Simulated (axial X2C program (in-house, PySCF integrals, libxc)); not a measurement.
# Linear FInF at several levels

The task here is to estimate one member of a computed series from the others.

Computed with an in-house X2C program for linear molecules on PySCF integrals. Level: all-electron X2C, two-component (2c) or spin-free, F dyall-av3z, In dyall-v3z.

All values are calculated.

1 further run of the same task is left out (set aside as unsound or not needed).

The first run:

File task.json:

```json
{"zs": [9, 49, 9], "q": 0, "bas": ["dyall-av3z", "dyall-v3z", "dyall-av3z"], "r0": [2.06, 2.06], "symm": 1, "scan": ["PBE0", "HF", "PBE"], "levels": ["PBE0", "HF", "BHandHLYP"], "nst": 2}
```

Keys: zs atomic numbers; q charge; bas basis sets; r0 starting distance in Å; symm equal bonds; scan levels of the two-bond scan (MP2 follows by itself at each HF point); levels methods; nst determinants followed.

On the command line:

```bash
python solin.py task.json out
```

Masses F 18.998, In 114.904, F 18.998 u.

Steps of the session up to this table: Scan at PBE0, 2c; Scan at HF, 2c; Scan at PBE, 2c.

One of the session's tables, all rows but one given; the rest of the session is left out.

| level | r(F–In) (Å) | r(In–F) (Å) | lower stretch (cm⁻¹) | upper stretch (cm⁻¹) |
| --- | --- | --- | --- | --- |
| PBE0, 2c | 2.006 | 2.006 | 477.8 | 515.3 |
| HF, 2c | 1.986 | 1.986 | 512.4 | 547.3 |
| PBE, 2c | ? | ? | ? | ? |
| MP2, 2c | 1.998 | 1.998 | 501.6 | 543.7 |
| PBE0, spin-free | 2.006 | 2.006 | 477.8 | 515.5 |
| HF, spin-free | 1.985 | 1.985 | 512.5 | 547.5 |
| PBE, spin-free | 2.035 | 2.035 | 446.1 | 485.0 |
| MP2, spin-free | 1.997 | 1.997 | 501.5 | 543.8 |

**Question.** Estimate the row for PBE, 2c.

The run gave: r(F–In) (Å): 2.036; r(In–F) (Å): 2.036; lower stretch (cm⁻¹): 446.1; upper stretch (cm⁻¹): 484.8. In the column «r(F–In) (Å)» it is the highest.

Scans not shown above were run alike.

MP2 freezes inner shells (threshold -2 hartree). The molecule was held linear; bending was not examined, so a bent shape may lie lower.
